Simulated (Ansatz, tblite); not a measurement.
# The cluster B2F4: one state, many levels

The task here is to estimate one member of a computed series from the others.

Program: Ansatz 0.2.0, Gaussian basis. Level of theory: as each input shows. These are calculated values, not measurements.

Plan: GFN1-xTB, GFN2-xTB, PBE-D4/def2-TZVP, r2SCAN-D4/def2-TZVP, B97M-V/def2-TZVP, r2SCANh-D4/def2-TZVP, LC-ωPBE/def2-TZVP, B2PLYP/def2-TZVP, revPBE-D4/def2-TZVP, ωB97M-V/def2-TZVP, BLYP-D4/def2-TZVP, PBE-D4/def2-SVP, PBE0-D4/def2-SVP, HF/STO-3G, HF/6-31G, B3LYP-D4/6-31G, PBE0-D4/def2-TZVPD, PBE-D4/def2-TZVPD, r2SCAN-D4/def2-TZVPD, CCSD(T)/def2-TZVPP, MP2/def2-TZVP, RPA/def2-TZVP.

### The geometry

The singlet was relaxed beforehand with PBE0-D4/def2-SVP. At that level it is the lowest of the isomers that a small search found.

6 atoms, charge 0, spin multiplicity 1.

Bond lengths: B1–B2 1.726 Å, B1–F3 1.317 Å, B1–F5 1.317 Å, B2–F4 1.317 Å, B2–F6 1.317 Å. Angles: B2–B1–F3 121.5°, B2–B1–F5 121.5°, F3–B1–F5 116.9°, B1–B2–F4 121.6°, B1–B2–F6 121.5°, F4–B2–F6 116.9°.

PBE0-D4/def2-TZVP was run before; its log isn't repeated, and its numbers join the tables.

Set-up of the first run:

Tight binding, by tblite at 300 K electronic temperature and without a spin-polarisation term:

```python
tblite.interface.Calculator('GFN1-xTB', numbers, positions, charge=0, uhf=0).singlepoint()
```

Tight binding, by tblite at 300 K electronic temperature and without a spin-polarisation term:

```python
tblite.interface.Calculator('GFN2-xTB', numbers, positions, charge=0, uhf=0).singlepoint()
```

start.molden holds the orbitals of an earlier run on this state, given as this run's starting guess.

in.yaml

```yaml
crystal:
  periodic: [false, false, false]
  atoms:
    - {symbol: B, position_ang: [-0.779244, -0.322956, 0.182982]}
    - {symbol: B, position_ang: [0.779415, 0.322646, -0.182773]}
    - {symbol: F, position_ang: [-1.127433, -0.625865, 1.416242]}
    - {symbol: F, position_ang: [1.857602, -0.071785, 0.462108]}
    - {symbol: F, position_ang: [-1.674968, -0.534883, -0.758672]}
    - {symbol: F, position_ang: [0.944619, 1.232843, -1.119887]}
basis:
  gaussian: {orbitals: def2-TZVP, initial_orbitals: start.molden}
hamiltonian: {xc: pbe, dispersion: d4}
scf: {omitted_lower_state_checks: [starts]}
output: {forces: true, orbitals: {seedname: orbitals}}
```

On the command line:

```sh
$ ansatz run in.yaml --threads 4 --pin off --events-out ev --progress --plain --max-ram 3916MiB
```

Among the steps run: PBE-D4/def2-TZVP; r2SCAN-D4/def2-TZVP; B97M-V/def2-TZVP; r2SCANh-D4/def2-TZVP; LC-ωPBE/def2-TZVP; B2PLYP/def2-TZVP; revPBE-D4/def2-TZVP; ωB97M-V/def2-TZVP; BLYP-D4/def2-TZVP; PBE-D4/def2-SVP; PBE0-D4/def2-SVP; HF/STO-3G; HF/6-31G; B3LYP-D4/6-31G; PBE0-D4/def2-TZVPD; PBE-D4/def2-TZVPD; r2SCAN-D4/def2-TZVPD; CCSD(T)/def2-TZVPP; MP2/def2-TZVP; RPA/def2-TZVP.

One of the session's tables, all rows but one given; the rest of the session is left out.

```
               level  HOMO (eV)  gap (eV)
           HF/STO-3G      -9.45     15.91
            HF/6-31G     -14.63     15.93
     PBE-D4/def2-SVP      -8.10      5.33
    PBE-D4/def2-TZVP      -8.36      5.34
   PBE-D4/def2-TZVPD      -8.41      5.33
 revPBE-D4/def2-TZVP      -8.28      5.39
   BLYP-D4/def2-TZVP      -8.32      5.41
 r2SCAN-D4/def2-TZVP      -8.75      5.97
r2SCAN-D4/def2-TZVPD      -8.78      5.96
    B97M-V/def2-TZVP      -8.84      6.01
r2SCANh-D4/def2-TZVP      -9.39      6.95
      B3LYP-D4/6-31G      -9.79      7.43
    PBE0-D4/def2-SVP      -9.91      8.02
   PBE0-D4/def2-TZVP          ?         ?
  PBE0-D4/def2-TZVPD     -10.11      7.98
   LC-ωPBE/def2-TZVP     -12.91     13.28
   ωB97M-V/def2-TZVP     -12.39     12.44
```

**Question.** Estimate the row for PBE0-D4/def2-TZVP.

**Answer.** HOMO (eV): -10.07; gap (eV): 8.00. In the column «HOMO (eV)» it lies between PBE0-D4/def2-TZVPD (-10.11) and PBE0-D4/def2-SVP (-9.91).
